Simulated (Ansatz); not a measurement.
# C₂H₉AlGe: one species, many methods

One table from this session's results is given with a row withheld; the runs are named, their logs left out.

Method: functionals in def2-TZVPP, the program's frozen cores in correlated methods; program: Ansatz 0.2.0, Gaussian basis.

Levels to be run: LDA (SPW92), PBE-D4, revPBE-D4, BLYP-D4, r2SCAN-D4, B97M-V, PBE0-D4, B3LYP-D4, r2SCANh-D4, r2SCAN0-D4, HSE06-D4, BHLYP-D4, CAM-B3LYP-D4, LC-ωPBE, ωB97X-V, ωB97M-V, B2PLYP, PBE-QIDH; CCSD(T)/def2-SVP; CCSD(T)/def2-TZVPP; MP2/def2-QZVPP; extrapolation to the limit; RPA on PBE.

**The geometry**

All runs share one geometry, relaxed beforehand with PBE0-D4 in a triple-zeta def2 set.

13 atoms, charge 0, spin multiplicity 1.

Atoms are counted from 1 here; the program's logs count them from 0.

Bond lengths: Al1–C2 1.962 Å, Al1–H5 1.591 Å, Al1–H6 1.591 Å, C2–C3 1.531 Å, C2–H7 1.099 Å, C2–H8 1.099 Å, C3–Ge4 1.963 Å, C3–H9 1.094 Å, C3–H10 1.094 Å, Ge4–H11 1.541 Å, Ge4–H12 1.541 Å, Ge4–H13 1.542 Å. Angles: C2–Al1–H5 120.1°, C2–Al1–H6 120.2°, H5–Al1–H6 119.7°, Al1–C2–C3 116.0°, Al1–C2–H7 107.5°, Al1–C2–H8 107.4°, C3–C2–H7 110.7°, C3–C2–H8 110.6°, H7–C2–H8 103.8°, C2–C3–Ge4 113.0°, C2–C3–H9 111.2°, C2–C3–H10 111.2°, Ge4–C3–H9 107.7°, Ge4–C3–H10 107.7°, H9–C3–H10 105.7°, C3–Ge4–H11 109.5°, C3–Ge4–H12 109.5°, C3–Ge4–H13 112.2° and more.

Set-up of the first run:

in.yaml

```yaml
crystal:
  periodic: [false, false, false]
  atoms:
    - {symbol: Al, position_ang: [-1.171730, 2.193264, -0.658392]}
    - {symbol: C, position_ang: [-0.613168, 0.317153, -0.520725]}
    - {symbol: C, position_ang: [0.500931, 0.019811, 0.486271]}
    - {symbol: Ge, position_ang: [0.989661, -1.880798, 0.549021]}
    - {symbol: H, position_ang: [-2.311981, 2.613010, -1.685547]}
    - {symbol: H, position_ang: [-0.486505, 3.300403, 0.256167]}
    - {symbol: H, position_ang: [-0.325314, -0.016520, -1.527839]}
    - {symbol: H, position_ang: [-1.509636, -0.277269, -0.293195]}
    - {symbol: H, position_ang: [1.406488, 0.588241, 0.254742]}
    - {symbol: H, position_ang: [0.211878, 0.322213, 1.497093]}
    - {symbol: H, position_ang: [1.465870, -2.336382, -0.844410]}
    - {symbol: H, position_ang: [-0.246681, -2.718022, 0.931759]}
    - {symbol: H, position_ang: [2.110687, -2.159903, 1.569754]}
basis:
  gaussian: {orbitals: def2-TZVPP}
hamiltonian: {xc: lda}
output: {orbitals: {seedname: orbitals}}
```

Among the steps run: LDA; PBE-D4 (GGA); revPBE-D4 (GGA); BLYP-D4 (GGA); r2SCAN-D4 (meta-GGA); B97M-V (meta-GGA); PBE0-D4 (hybrid); B3LYP-D4 (hybrid); r2SCANh-D4 (hybrid); r2SCAN0-D4 (hybrid); HSE06-D4 (hybrid); BHLYP-D4 (hybrid); CAM-B3LYP-D4 (range-separated); LC-ωPBE (range-separated); ωB97X-V (range-separated); ωB97M-V (range-separated); B2PLYP (double hybrid); PBE-QIDH (double hybrid).

One of the session's tables, all rows but one given; the rest of the session is left out.

It belongs to the step «Orbital energies across the functionals». 

```
  functional  HOMO (eV)  LUMO (eV)  gap (eV)
 LDA (SPW92)      -6.16      -2.45      3.71
      PBE-D4      -6.05      -2.21      3.83
   revPBE-D4      -5.99      -2.10      3.89
     BLYP-D4      -5.93      -2.12      3.81
   r2SCAN-D4      -6.25      -1.86      4.39
      B97M-V      -6.39      -2.13      4.25
     PBE0-D4      -7.18      -1.43      5.75
    B3LYP-D4      -6.99      -1.66      5.33
  r2SCANh-D4      -6.68      -1.60      5.08
  r2SCAN0-D4      -7.32      -1.23      6.09
    HSE06-D4      -6.78      -1.80      4.99
    BHLYP-D4          ?          ?         ?
CAM-B3LYP-D4      -8.48      -0.53      7.96
     LC-ωPBE      -9.79       0.60     10.39
     ωB97X-V      -9.45       0.45      9.90
     ωB97M-V      -9.31       0.14      9.45
```

Q: Estimate the row for BHLYP-D4 from the others.

Worked estimate for «HOMO (eV)». Against the share of exact exchange, BLYP-D4 (0, -5.93), B3LYP-D4 (0.2, -6.99) give a slope of -5.30 per unit share; at 0.5 the line stands at -8.58.

**Answer.** HOMO (eV): -8.24; LUMO (eV): -0.68; gap (eV): 7.56. In «HOMO (eV)» the line misses by -0.34.
